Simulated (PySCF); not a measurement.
# Ways to converge the SCF of GaO⁺ (triplet)

Aim: find out which solver settings change the answer for GaO⁺ (triplet).

Computed with PySCF 2.14.0. Level: method and basis as typed in the scripts.

### 1 The system as given

GaO⁺ (triplet): 2 atoms, charge 1, spin multiplicity 3.

Bond lengths: Ga1–O2 1.905 Å.

### 2 The base run

The input, input.py:

```python
from pyscf import gto, scf, mp

mol = gto.M(
    atom='Ga 0 0 0; O 0 0 1.905',
    basis='lanl2dz',
    ecp={'Ga': 'lanl2dz'},
    charge=1,
    spin=2,
    verbose=4,
)
mf = scf.UHF(mol)
mf.kernel()
mp.MP2(mf, frozen=1).kernel()
mf.dip_moment()
print('orbital energies (hartree):', [e[max(0, n-3):n+3].round(4) for e, n in zip(mf.mo_energy, mol.nelec)])
```

Started as:

```sh
$ OMP_NUM_THREADS=1 python input.py
```

Its log is not repeated here.

Base result: E(SCF) = -76.504110 Eh, 13 cycles, E(MP2) − E(SCF) = -0.08063 Eh, ⟨S²⟩ = 2.080.

The bond length is a typed value, not an optimised one. The dipole of an ion depends on the origin. The triplet is typed in the script; nothing here shows that it is the ground state.

### 3 Point-group symmetry on

Run 1 changes point-group symmetry: off → on.

The input, input.py:

```python
from pyscf import gto, scf, mp

mol = gto.M(
    atom='Ga 0 0 0; O 0 0 1.905',
    basis='lanl2dz',
    ecp={'Ga': 'lanl2dz'},
    charge=1,
    spin=2,
    symmetry=True,
    verbose=4,
)
mf = scf.UHF(mol)
mf.kernel()
mp.MP2(mf, frozen=1).kernel()
mf.dip_moment()
print('orbital energies (hartree):', [e[max(0, n-3):n+3].round(4) for e, n in zip(mf.mo_energy, mol.nelec)])
```

Started as:

```sh
$ OMP_NUM_THREADS=1 python input.py
```

### 4 Damping 0.8

Run 2 changes damping: none → 0.8.

Edit input.py of step 2 so:

```diff
@@ -11,2 +11,4 @@
 mf = scf.UHF(mol)
+mf.damp = 0.8
+mf.diis_start_cycle = 8
 mf.kernel()
```

### 5 Smearing width 0.005 hartree

Run 3 changes smearing width: none → 0.005 hartree; step after the SCF: mp2 → none.

Edit input.py of step 2 so:

```diff
@@ -1,2 +1,2 @@
-from pyscf import gto, scf, mp
+from pyscf import gto, scf
 
@@ -11,4 +11,4 @@
 mf = scf.UHF(mol)
+mf = scf.addons.smearing_(mf, sigma=0.005, method='fermi')
 mf.kernel()
-mp.MP2(mf, frozen=1).kernel()
 mf.dip_moment()
```

### 6 Level shift 1 hartree

Run 4 changes level shift: none → 1 hartree.

Edit input.py of step 2 so:

```diff
@@ -11,2 +11,3 @@
 mf = scf.UHF(mol)
+mf.level_shift = 1.0
 mf.kernel()
```

Q: Predict the outcome of this session. Wanted: for each run, E(SCF); from base; gap, α spin; after the SCF.

**Answer**, as computed:

```tsv
run	E(SCF) (hartree)	from base (eV)	cycles	gap, α spin (eV)	after the SCF
base	-76.504110	0	13	12.74	MP2 correlation -2.194 eV, core frozen
point-group symmetry on	-76.390322	+3.0963	13	12.94	MP2 correlation -2.858 eV, core frozen
damping 0.8	-76.504110	0.0000	19	12.74	MP2 correlation -2.194 eV, core frozen
smearing width 0.005 hartree	-76.400450	+2.8207	11	n/a	n/a
level shift 1 hartree	-76.504110	0.0000	32	12.74	MP2 correlation -2.194 eV, core frozen
```

Distance from each run's final energy (log10 hartree) by cycle:

```tsv
run	cycle 1	cycle 2	cycle 3	cycle 5	cycle 8	cycle 12
base	-1.1	-1.4	-1.7	-2.2	-4.6	-9.2
point-group symmetry on	-1.6	-1.1	-1.0	-2.1	-4.7	-9.5
damping 0.8	-1.1	-1.2	-1.3	-1.5	-1.8	-3.2
smearing width 0.005 hartree	-0.3	0.5	-1.2	-2.4	-5.9	done
level shift 1 hartree	-1.0	-1.4	-1.6	-2.0	-2.4	-3.2
```

No change of the SCF energy comes from damping 0.8 or level shift 1 hartree. The largest comparable shift of the SCF energy, +3.096 eV, comes with the run “point-group symmetry on”. With point-group symmetry on the SCF ends in another solution, 3.10 eV higher: the path to self-consistency decides the state here. The base needs 13 cycles and the run with level shift 1 hartree needs 32.
